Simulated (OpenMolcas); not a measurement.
# Ru³⁺ among point charges: CASSCF and CASPT2 levels and susceptibility, part 1 of 2

How does a field of 3 point charges split the states of Ru³⁺, and what χT follows?

The numbers are computed with OpenMolcas 26.06 (state-averaged CASSCF and CASPT2, spin-orbit coupling by RASSI with atomic mean-field integrals), except any that are marked as measured or tabulated.

**1. What is computed**

- Species: Ru³⁺ (ruthenium, Z = 44, 41 electrons)
- Basis: ANO-RCC-VTZP [7s6p4d2f1g], 68 functions
- Scalar Hamiltonian: DKH2, point nucleus
- Inactive shells: 1s 2s 2p 3s 3p 3d 4s 4p
- Active space: 5 electrons in 5 orbitals (4d)
- Some configurations of this space: 4d⁵
- Orbitals: optimised for each spin and parity, averaged over all roots

Outer shells as boxes (Hund's rule):

4d5
```
4d [↑ ][↑ ][↑ ][↑ ][↑ ]
```

The ion sits among 3 point charges of -2 e arranged as a planar triangle (D3h), 2.13 Å from the ion.

The work runs as a chain of OpenMolcas steps in one folder; each step below is one input file. Labels, J, g values, rates, χT and fits are worked out afterwards by a script from the matrices that RASSI stores.

**2. Basis and integrals**

The input, a.inp:

```
&GATEWAY
Coord
1

Ru 0.0 0.0 0.0
Basis=ANO-RCC-VTZP
Group=NoSym
NoMove
AngMom=0.0 0.0 0.0
AMFI
XField
3 Angstrom 0
2.130000 0.000000 0.000000 -2.000000
-1.065000 1.844634 0.000000 -2.000000
-1.065000 -1.844634 0.000000 -2.000000
&SEWARD
```

Started as:

```sh
$ OMP_NUM_THREADS=1 MOLCAS_MEM=1689 MOLCAS_PROJECT=a pymolcas a.inp > a.log
```

Output:

```text
Basis set label: RU.ANO-RCC...7S6P4D2F1G.

      Electronic valence basis set:
      ------------------
      Associated Effective Charge  44.000000 au
      Associated Actual Charge     44.000000 au
      Nuclear Model: Point charge

      Shell  nPrim  nBasis  Cartesian Spherical Contaminant
         s      21       7        X
         p      18       6        X
         d      13       4                 X
         f       6       2                 X
         g       4       1                 X
                  Relativistic Douglas-Kroll-Hess integrals:
                    - DKH order of Hamiltonian: 2
                    - DKH order of Properties : 0
                  Atomic mean-field integrals
```

**3. Reference wave functions, sextets, 1 root**

The input, a.inp:

```
&RASSCF
FileOrb=start.orb
Symmetry=1
Spin=6
nActEl=5 0 0
Inactive=18
Ras2=5
CIRoot=1 1 1
SDav=1
CIMx=300
Iter=120 100
PrWF=0.3
OrbListing=Nothing
MaxOrb=0
>>> COPY $Project.JobIph JOB001
```

start.orb holds the contracted functions of the basis, ordered by shell, or the orbitals of the step before.

Output, cut to the lines that bear on the results:

```text
[...]
      Number of active orbitals                  5
[...]
      Spin quantum number                      2.5
[...]
      Active orbitals                            5
[...]
      Number of CSFs                             1
      Number of root(s) required                 1
[...]
      Convergence after  9 iterations
[...]
      Natural orbitals and occupation numbers for root  1
      sym 1:   1.000000   1.000000   1.000000   1.000000   1.000000
::    RASSCF root number  1 Total energy:  -4530.08646715
```

**4. Reference wave functions, quartets, 24 roots**

The input, a.inp:

```
&RASSCF
FileOrb=start.orb
Symmetry=1
Spin=4
nActEl=5 0 0
Inactive=18
Ras2=5
CIRoot=24 24 1
SDav=24
CIMx=300
Iter=120 100
PrWF=0.3
OrbListing=Nothing
MaxOrb=0
>>> COPY $Project.JobIph JOB002
```

Output, cut to the lines that bear on the results:

```text
[...]
      Number of active orbitals                  5
[...]
      Spin quantum number                      1.5
[...]
      Active orbitals                            5
[...]
      Number of CSFs                            24
      Number of root(s) required                24
[...]
      Convergence after  7 iterations
[...]
      Natural orbitals and occupation numbers for root  1
      sym 1:   0.628812   0.628813   1.000000   1.371188   1.371187
      Natural orbitals and occupation numbers for root  2
      sym 1:   0.261601   0.999987   1.738413   1.000000   1.000000
      Natural orbitals and occupation numbers for root  3
      sym 1:   1.000000   0.261594   1.738406   1.000000   1.000000
::    RASSCF root number  1 Total energy:  -4529.98225563
::    RASSCF root number  2 Total energy:  -4529.98204697
::    RASSCF root number  3 Total energy:  -4529.98204697
[...]
::    RASSCF root number 21 Total energy:  -4529.85728249
::    RASSCF root number 22 Total energy:  -4529.85715863
::    RASSCF root number 23 Total energy:  -4529.84317588
::    RASSCF root number 24 Total energy:  -4529.84317588
```

**5. CASSCF: doublets, 75 roots**

The input, a.inp:

```
&RASSCF
FileOrb=start.orb
Symmetry=1
Spin=2
nActEl=5 0 0
Inactive=18
Ras2=5
CIRoot=75 75 1
SDav=75
CIMx=300
Iter=120 100
PrWF=0.3
OrbListing=Nothing
MaxOrb=0
>>> COPY $Project.JobIph JOB003
```

Output, cut to the lines that bear on the results:

```text
[...]
      Number of active orbitals                  5
[...]
      Spin quantum number                      0.5
[...]
      Active orbitals                            5
[...]
      Number of CSFs                            75
      Number of root(s) required                75
[...]
      Convergence after  7 iterations
[...]
      Natural orbitals and occupation numbers for root  1
      sym 1:   1.348327   0.598172   1.107002   1.348327   0.598172
      Natural orbitals and occupation numbers for root  2
      sym 1:   0.995936   0.713068   1.573822   1.004099   0.713074
      Natural orbitals and occupation numbers for root  3
      sym 1:   1.004099   0.713074   1.573822   0.995936   0.713068
::    RASSCF root number  1 Total energy:  -4529.92214610
::    RASSCF root number  2 Total energy:  -4529.92107275
::    RASSCF root number  3 Total energy:  -4529.92107275
[...]
::    RASSCF root number 27 Total energy:  -4529.89004052
::    RASSCF root number 28 Total energy:  -4529.88857991
::    RASSCF root number 29 Total energy:  -4529.88850111
::    RASSCF root number 30 Total energy:  -4529.88220678
```

**6. RASSI: spin-orbit coupling between the states**

The input, a.inp:

```
&RASSI
NrOfJobIphs=3 1 24 75
1
1 2 3 4 5 6 7 8 9 10 11 12 13 14 15 16 17 18 19 20 21 22 23 24
1 2 3 4 5 6 7 8 9 10 11 12 13 14 15 16 17 18 19 20 21 22 23 24 25 26 27
28 29 30 31 32 33 34 35 36 37 38 39 40 41 42 43 44 45 46 47 48 49 50 51
52 53 54 55 56 57 58 59 60 61 62 63 64 65 66 67 68 69 70 71 72 73 74 75
IphNames
JOB001
JOB002
JOB003
EJob
SpinOrbit
DIPRint=1.0
SOCoupling=1000.0
Subsets=2
Property=9
'ANGMOM' 1 'ANGMOM' 2 'ANGMOM' 3 'MLTPL  1' 1 'MLTPL  1' 2 'MLTPL  1' 3
'AMFI' 1 'AMFI' 2 'AMFI' 3
SOProperty=3
'ANGMOM' 1 'ANGMOM' 2 'ANGMOM' 3
```

Output:

```text
SPIN-FREE ENERGIES:
  (Shifted by EMIN (a.u.) =      -4530.0864671530)

 SF State       Relative EMIN(au)   Rel lowest level(eV)    D:o, cm**(-1)      L_eff

     1             0.0000000000        0.0000000000              0.0000         0.0
     2             0.1042115229        2.8357400012          22871.7856         3.8
     3             0.1044201831        2.8414179353          22917.5812         3.6
     4             0.1044201843        2.8414179682          22917.5815         3.6
     5             0.1044602336        2.8425077649          22926.3713         3.8
     6             0.1117798976        3.0416859680          24532.8518         2.2
     7             0.1117798976        3.0416859680          24532.8518         2.2
     8             0.1229397865        3.3453620159          26982.1643         3.6
     9             0.1229397865        3.3453620159          26982.1643         3.6
    10             0.1239005675        3.3715061994          27193.0314         4.0
    11             0.1239005675        3.3715061994          27193.0314         4.0
    12             0.1253320035        3.4104575549          27507.1953         3.9
    13             0.1431969183        3.8965866521          31428.0908         2.7
    14             0.1431969183        3.8965866521          31428.0908         2.7
    15             0.1453283103        3.9545847842          31895.8773         1.0
    16             0.1494597524        4.0670070495          32802.6241         2.1
    26             0.1643210497        4.4714035517          36064.3018         5.6
    27             0.1653944014        4.5006109383          36299.8753         5.5
    28             0.1653944014        4.5006109383          36299.8753         5.5
    29             0.1654013409        4.5007997727          36301.3983         5.6
    30             0.1654013711        4.5008005950          36301.4050         5.6
    31             0.1657637393        4.5106611363          36380.9356         5.7
    32             0.1657637393        4.5106611363          36380.9356         5.7
    33             0.1666924621        4.5359329708          36584.7667         5.7
    34             0.1666924631        4.5359329983          36584.7669         5.7
    17             0.1697466326        4.6190411828          37255.0796         1.8
    18             0.1697466331        4.6190411983          37255.0797         1.8
    35             0.1750819202        4.7642217548          38426.0399         5.9
    36             0.1750819202        4.7642217548          38426.0399         5.9
    37             0.1777257743        4.8361646899          39006.2988         6.0
    38             0.1777263800        4.8361811719          39006.4317         6.0
    39             0.1785519447        4.8586459334          39187.6223         3.7
    40             0.1785519447        4.8586459334          39187.6223         3.7
    41             0.1790875781        4.8732212600          39305.1802         3.4
    42             0.1792159609        4.8767147330          39333.3569         3.4
    43             0.1828310155        4.9750853817          40126.7697         3.8
    44             0.1828310164        4.9750854058          40126.7699         3.8
    45             0.1831538935        4.9838713384          40197.6333         3.6
    46             0.1861019668        5.0640925010          40844.6606         3.1
    47             0.1866669874        5.0794674947          40968.6683         3.3
Eigenvalues of complex Hamiltonian:
   -----------------------------------
  (Shifted by EMIN (a.u.) =      -4530.0864671530)

 SO State       Relative EMIN(au)   Rel lowest level(eV)    D:o, cm**(-1)     J-value

     1            -0.0010075450        0.0000000000              0.0000         2.5
     2            -0.0010075450        0.0000000000              0.0000         2.5
     3            -0.0009899443        0.0004789395              3.8629         2.1
     4            -0.0009899443        0.0004789395              3.8629         2.1
     5            -0.0009564568        0.0013901808             11.2126         1.2
     6            -0.0009564568        0.0013901808             11.2126         1.2
     7             0.0980362652        2.6951193744          21737.6037         3.2
     8             0.0980362652        2.6951193744          21737.6037         3.2
     9             0.0990419642        2.7224858402          21958.3292         3.8
    10             0.0990419642        2.7224858402          21958.3292         3.8
    11             0.1008913820        2.7728110607          22364.2294         3.9
    12             0.1008913820        2.7728110607          22364.2294         3.9
    13             0.1029487288        2.8287943191          22815.7649         2.5
    14             0.1029487288        2.8287943191          22815.7649         2.5
    15             0.1030123998        2.8305268966          22829.7391         3.7
    16             0.1030123998        2.8305268966          22829.7391         3.7
    17             0.1035294530        2.8445966310          22943.2191         2.2
    18             0.1035294530        2.8445966310          22943.2191         2.2
    19             0.1054701306        2.8974051572          23369.1486         3.0
    20             0.1054701306        2.8974051572          23369.1486         3.0
    21             0.1058457494        2.9076262673          23451.5874         2.7
    22             0.1058457494        2.9076262673          23451.5874         2.7
    23             0.1083550125        2.9759067933          24002.3070         2.8
    24             0.1083550125        2.9759067933          24002.3070         2.8
    25             0.1095392619        3.0081318610          24262.2197         2.4
    26             0.1095392619        3.0081318610          24262.2197         2.4
    27             0.1136920013        3.1211336562          25173.6406         2.5
    28             0.1136920013        3.1211336562          25173.6406         2.5
    29             0.1175734355        3.2267528615          26025.5170         2.5
    30             0.1175734355        3.2267528615          26025.5170         2.5
    31             0.1202998873        3.3009433941          26623.9040         3.2
    32             0.1202998873        3.3009433941          26623.9040         3.2
    33             0.1209074028        3.3174747333          26757.2382         4.0
    34             0.1209074028        3.3174747333          26757.2382         4.0
    35             0.1217232897        3.3396761486          26936.3047         3.8
    36             0.1217232897        3.3396761486          26936.3047         3.8
    37             0.1223089236        3.3556120571          27064.8365         1.8
    38             0.1223089236        3.3556120571          27064.8365         1.8
    39             0.1230831732        3.3766804617          27234.7646         1.9
    40             0.1230831732        3.3766804617          27234.7646         1.9
    41             0.1231910038        3.3796146823          27258.4307         2.1
Weights of the five most important spin-orbit-free states for each spin-orbit state.

 SO State  Total energy (au)           Spin-free states, spin, and weights
 -------------------------------------------------------------------------------------------------------
    1        -0.001008       1 2.5  0.9926   15 1.5  0.0042    6 1.5  0.0009    7 1.5  0.0009   18 1.5  0.0004
    2        -0.001008       1 2.5  0.9926   15 1.5  0.0042    6 1.5  0.0009    7 1.5  0.0009   18 1.5  0.0004
    3        -0.000990       1 2.5  0.9928   15 1.5  0.0028    7 1.5  0.0012    6 1.5  0.0012   17 1.5  0.0007
    4        -0.000990       1 2.5  0.9928   15 1.5  0.0028    7 1.5  0.0012    6 1.5  0.0012   17 1.5  0.0007
    5        -0.000956       1 2.5  0.9931    7 1.5  0.0017    6 1.5  0.0017   17 1.5  0.0013   18 1.5  0.0013
    6        -0.000956       1 2.5  0.9931    7 1.5  0.0017    6 1.5  0.0017   17 1.5  0.0013   18 1.5  0.0013
    7         0.098036       3 1.5  0.4382    4 1.5  0.4382    6 1.5  0.0466    7 1.5  0.0466   39 0.5  0.0056
    8         0.098036       3 1.5  0.4382    4 1.5  0.4382    6 1.5  0.0466    7 1.5  0.0466   39 0.5  0.0056
    9         0.099042       2 1.5  0.2653    5 1.5  0.2444    3 1.5  0.2161    4 1.5  0.2161    7 1.5  0.0183
   10         0.099042       2 1.5  0.2653    5 1.5  0.2444    3 1.5  0.2161    4 1.5  0.2161    7 1.5  0.0183
   11         0.100891       2 1.5  0.3802    5 1.5  0.3041    4 1.5  0.1427    3 1.5  0.1427    6 1.5  0.0057
   12         0.100891       2 1.5  0.3802    5 1.5  0.3041    4 1.5  0.1427    3 1.5  0.1427    6 1.5  0.0057
```

These steps: 30 s of run time, 1 thread of Arm Neoverse V1, shared host.

States without spin-orbit coupling:

```csv
state,degeneracy,E (cm-1),free-ion L (%)
6A1,1,0,S (100)
4A2,1,22872,G (83)
4E,2,22918,G (66)
4A1,1,22926,G (83)
4E,2,24533,D (42)
4E,2,26982,G (80)
4E,2,27193,G (100)
4A1,1,27507,G (98)
4E,2,31428,D (67)
4A2,1,31896,P (100)
4A1,1,32803,D (98)
2A1,1,36064,I (81)
2E,2,36300,I (64)
doublet,2,36301,I (72)
2E,2,36381,I (85)
2E,2,36585,I (82)
4E,2,37255,P (52)
2E,2,38426,I (93)
doublet,2,39006,I (100)
2E,2,39188,F (41)
2A1,1,39305,F (81)
2A2,1,39333,F (81)
2E,2,40127,H (28)
2A2,1,40198,F (72)
```

With spin-orbit coupling:

```csv
E (cm-1),Degeneracy,Label,2S+1,g
0.0,2,E1/2,6,2.00 6.00 6.00
3.9,2,E3/2,6,0.00 0.00 6.00
11.2,2,E1/2,6,0.00 0.00 10.00
21738,2,E1/2,4,0.29 0.29 1.77
21958,2,E3/2,4,0.00 0.00 1.04
22364,2,E1/2,4,0.55 0.55 4.58
22816,2,E3/2,4,0.00 0.00 1.10
22830,2,E1/2,4,0.60 0.60 8.22
22943,2,E1/2,4,0.01 0.01 3.95
23369,2,E3/2,4,0.00 0.00 11.93
23452,2,E1/2,4,0.08 0.08 5.42
24002,2,E1/2,4,0.04 0.04 9.68
24262,2,E1/2,4,0.11 0.11 0.17
25174,2,E3/2,4,0.00 0.00 3.84
26026,2,E1/2,4,0.00 0.00 7.87
26624,2,E1/2,4,2.49 2.76 2.76
26757,2,E1/2,4,1.50 4.32 4.32
26936,2,E3/2,4,0.00 0.00 4.04
27065,2,E1/2,4,0.04 0.04 2.08
27235,2,E1/2,4,0.00 0.00 13.95
27258,2,E1/2,4,0.02 0.02 6.00
27333,2,E3/2,4,0.00 0.00 9.98
27358,2,E1/2,4,0.01 0.01 7.87
27488,2,E1/2,4,1.96 5.70 5.70
```

The table of states holds 24 of 65 computed; the rest, higher up, is left out. Labels of spin-orbit levels are those of the rotation subgroup (D3 for D3h). Principal g values are given for doublets only; a zero marks a field direction without first-order Zeeman splitting.

Powder χT (cm³ K/mol): 3.60 at 2 K, 4.11 at 5 K, 4.28 at 10 K, 4.35 at 20 K, 4.37 at 50 K, 4.37 at 100 K, 4.37 at 150 K, 4.37 at 200 K, 4.37 at 250 K, 4.37 at 300 K.

Orbitals of the lowest block (energies include the constant potential of the surroundings):

```csv
shell,space,energy (hartree),mean occupation,⟨r²⟩ (bohr²)
1s,inactive,-816.6277,2.000,0.00147
2s,inactive,-120.2233,2.000,0.0249
2p,inactive,-107.4757,6.000,0.0197
3s,inactive,-22.2961,2.000,0.183
3p,inactive,-17.9835,6.000,0.187
3d,inactive,-11.0260,10.000,0.175
4s,inactive,-3.2404,2.000,1.17
4p,inactive,-1.9199,6.000,1.42
4d,RAS2,,5.000,2.43
```

(Continued in part 2 of 2.)
